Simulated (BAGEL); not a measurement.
**HF/STO-3G (density fitting with qzvpp-jkfit) run of CH5BN2 (SMILES NC1BN1)**

Aim: the energy change on altering one bond length of CH5BN2 at HF/STO-3G (density fitting with qzvpp-jkfit), from 2 runs. 

Program for the calculation: BAGEL 1.2.2.

2 further runs of the same task are left out: 2 that didn't finish. Runs told in other sessions of the task aren't counted.

## 1. The system as given

CH5BN2: 9 atoms, total charge 0, spin state singlet. As SMILES, `NC1BN1`. Geometry: relaxed at PBE0-D4/def2-TZVP. This is one conformer, not always the lowest.

Bond lengths: N1–C2 1.431 Å, C2–B3 1.561 Å, C2–N4 1.467 Å, B3–N4 1.341 Å, N1–H5 1.010 Å, N1–H6 1.010 Å, C2–H7 1.092 Å, B3–H8 1.184 Å, N4–H9 1.004 Å. Some angles: N1–C2–B3 121.1°, N1–C2–N4 117.3°, B3–C2–N4 52.5°, C2–B3–N4 60.2°, C2–N4–B3 67.4°, N1–C2–H7 115.1°, B3–C2–H7 121.0°, N4–C2–H7 113.6°, C2–N1–H5 112.4°, C2–N1–H6 112.7°.

## 2. A single-point energy at HF/STO-3G (density fitting with qzvpp-jkfit)

The input, job.json:

```json
{ "bagel" : [

{
  "title" : "molecule",
  "basis" : "sto-3g",
  "df_basis" : "qzvpp-jkfit",
  "angstrom" : "true",
  "geometry" : [
    { "atom" : "N", "xyz" : [       0.142900,       1.194400,      -0.640600 ] },
    { "atom" : "C", "xyz" : [      -0.364200,      -0.077200,      -0.222300 ] },
    { "atom" : "B", "xyz" : [       0.591200,      -1.194100,       0.303200 ] },
    { "atom" : "N", "xyz" : [      -0.130500,      -0.469900,       1.171500 ] },
    { "atom" : "H", "xyz" : [       0.784000,       1.117400,      -1.417000 ] },
    { "atom" : "H", "xyz" : [      -0.589900,       1.842600,      -0.892400 ] },
    { "atom" : "H", "xyz" : [      -1.366400,      -0.317200,      -0.582700 ] },
    { "atom" : "H", "xyz" : [       1.414200,      -2.039000,       0.194700 ] },
    { "atom" : "H", "xyz" : [      -0.392800,      -0.103200,       2.068300 ] }
  ]
},

{ "title" : "hf" },

{ "title" : "print", "file" : "orbitals.molden", "orbitals" : "true" }

]}
```

Launch:

```sh
$ BAGEL_NUM_THREADS=1 BAGEL job.json > job.out
```

What it wrote:

```text
* using 1 threads per process

  ===============================================================
  ===============================================================

  *** Geometry ***

  { "atom" : "N", "xyz" : [      0.270042,      2.257089,     -1.210559 ] },
  { "atom" : "C", "xyz" : [     -0.688238,     -0.145887,     -0.420086 ] },
  { "atom" : "B", "xyz" : [      1.117206,     -2.256522,      0.572965 ] },
  { "atom" : "N", "xyz" : [     -0.246609,     -0.887982,      2.213814 ] },
  { "atom" : "H", "xyz" : [      1.481545,      2.111580,     -2.677742 ] },
  { "atom" : "H", "xyz" : [     -1.114749,      3.482009,     -1.686392 ] },
  { "atom" : "H", "xyz" : [     -2.582122,     -0.599421,     -1.101143 ] },
  { "atom" : "H", "xyz" : [      2.672451,     -3.853152,      0.367930 ] },
  { "atom" : "H", "xyz" : [     -0.742284,     -0.195020,      3.908521 ] },

  Number of auxiliary basis functions:      394

  Since a DF basis is specified, we compute 2- and 3-index integrals:
    o Being stored without compression. Storage requirement is 0.002 GB

  Number of basis functions:       25
  Number of electrons      :       30

    * METHOD: MOLECULE                             0.11

  *** RHF ***

  === Nuclear Repulsion ===
   109.4483437159

      * DIIS with orbital gradients will be used.

  === RHF iteration (sto-3g) ===
      0       -172.06867355          0.01412428           0.01
      1       -172.11141893          0.00494312           0.01
      2       -172.11584765          0.00134855           0.01
      3       -172.11635769          0.00026410           0.01
      4       -172.11637729          0.00005707           0.01
      5       -172.11637907          0.00001395           0.01
      6       -172.11637915          0.00000487           0.01
      7       -172.11637916          0.00000202           0.01
      8       -172.11637916          0.00000036           0.01
      9       -172.11637916          0.00000012           0.01
     10       -172.11637916          0.00000005           0.01
     11       -172.11637916          0.00000001           0.01
    * SCF iteration converged.

    * Permanent dipole moment:
           (    0.332142,    -0.017943,     0.096127) a.u.

    * METHOD: HF                                   0.17

    * METHOD: PRINT                                0.00

  ===============================================================
```

Run time: 0.41 s. Hardware: 1 thread of Arm Neoverse V1, shared host.

## 3. The distorted shape

The input, input.json:

```json
{ "bagel": [

{
  "title": "molecule",
  "basis": "sto-3g",
  "df_basis": "qzvpp-jkfit",
  "angstrom": "true",
  "geometry": [
    { "atom": "N", "xyz": [    0.362742,    0.999938,   -0.565059 ] },
    { "atom": "C", "xyz": [   -0.144358,   -0.271662,   -0.146759 ] },
    { "atom": "B", "xyz": [    0.811042,   -1.388562,    0.378741 ] },
    { "atom": "N", "xyz": [    0.089342,   -0.664362,    1.247041 ] },
    { "atom": "H", "xyz": [    1.003842,    0.922938,   -1.341459 ] },
    { "atom": "H", "xyz": [   -0.589900,    1.842600,   -0.892400 ] },
    { "atom": "H", "xyz": [   -1.146558,   -0.511662,   -0.507159 ] },
    { "atom": "H", "xyz": [    1.634042,   -2.233462,    0.270241 ] },
    { "atom": "H", "xyz": [   -0.172958,   -0.297662,    2.143841 ] }
  ]
},
{
  "title": "hf"
},
{
  "title": "print",
  "file": "orbitals.molden",
  "orbitals": "true"
}

]}
```

Launch:

```sh
$ BAGEL_NUM_THREADS=1 BAGEL input.json > input.out
```

What it wrote:

```text
* using 1 threads per process

  ===============================================================
  ===============================================================

  *** Geometry ***

  { "atom" : "N", "xyz" : [      0.685483,      1.889609,     -1.067807 ] },
  { "atom" : "C", "xyz" : [     -0.272797,     -0.513367,     -0.277334 ] },
  { "atom" : "B", "xyz" : [      1.532647,     -2.624002,      0.715717 ] },
  { "atom" : "N", "xyz" : [      0.168832,     -1.255462,      2.356566 ] },
  { "atom" : "H", "xyz" : [      1.896986,      1.744100,     -2.534990 ] },
  { "atom" : "H", "xyz" : [     -1.114749,      3.482009,     -1.686392 ] },
  { "atom" : "H", "xyz" : [     -2.166681,     -0.966901,     -0.958392 ] },
  { "atom" : "H", "xyz" : [      3.087892,     -4.220631,      0.510681 ] },
  { "atom" : "H", "xyz" : [     -0.326843,     -0.562500,      4.051272 ] },

  Number of auxiliary basis functions:      394

  Since a DF basis is specified, we compute 2- and 3-index integrals:
    o Being stored without compression. Storage requirement is 0.002 GB

  Number of basis functions:       25
  Number of electrons      :       30

    * METHOD: MOLECULE                             0.11

  *** RHF ***

  === Nuclear Repulsion ===
   108.2318988515

      * DIIS with orbital gradients will be used.

  === RHF iteration (sto-3g) ===
      0       -172.01195559          0.01477985           0.01
      1       -172.05654348          0.00518982           0.01
      2       -172.06149860          0.00137165           0.01
      3       -172.06207092          0.00033845           0.01
      4       -172.06210324          0.00009904           0.01
      5       -172.06211001          0.00001996           0.01
      6       -172.06211025          0.00000655           0.01
      7       -172.06211027          0.00000081           0.01
      8       -172.06211027          0.00000016           0.01
      9       -172.06211027          0.00000006           0.01
     10       -172.06211027          0.00000002           0.01
     11       -172.06211027          0.00000001           0.01
    * SCF iteration converged.

    * Permanent dipole moment:
           (    0.304389,     0.038664,     0.076415) a.u.

    * METHOD: HF                                   0.16

    * METHOD: PRINT                                0.00

  ===============================================================
```

It took 0.41 s on 1 thread of Arm Neoverse V1, shared host.

## 4. Outcome

At HF/STO-3G (density fitting with qzvpp-jkfit):

| quantity | value |
| --- | --- |
| first shape: total energy | -172.11638 Eh |
| first shape: dipole moment | 0.88 D |
| first shape: HOMO energy | -8.29 eV |
| first shape: LUMO energy | 9.04 eV |
| first shape: HOMO–LUMO gap | 17.33 eV |
| distorted shape: total energy | -172.06211 Eh |
| distorted shape: dipole moment | 0.80 D |
| distorted shape: HOMO energy | -8.13 eV |
| distorted shape: LUMO energy | 8.90 eV |
| distorted shape: HOMO–LUMO gap | 17.03 eV |
| energy change with the N1–H6 bond stretched from 1.010 to 1.313 Å | 1.477 eV |

What this shows: With the N1–H6 bond stretched from 1.010 to 1.313 Å the energy rises by 1.48 eV (34 kcal/mol). The first shape isn't relaxed at this level, so the change isn't measured from a minimum. The minimal basis adds a large error of its own.
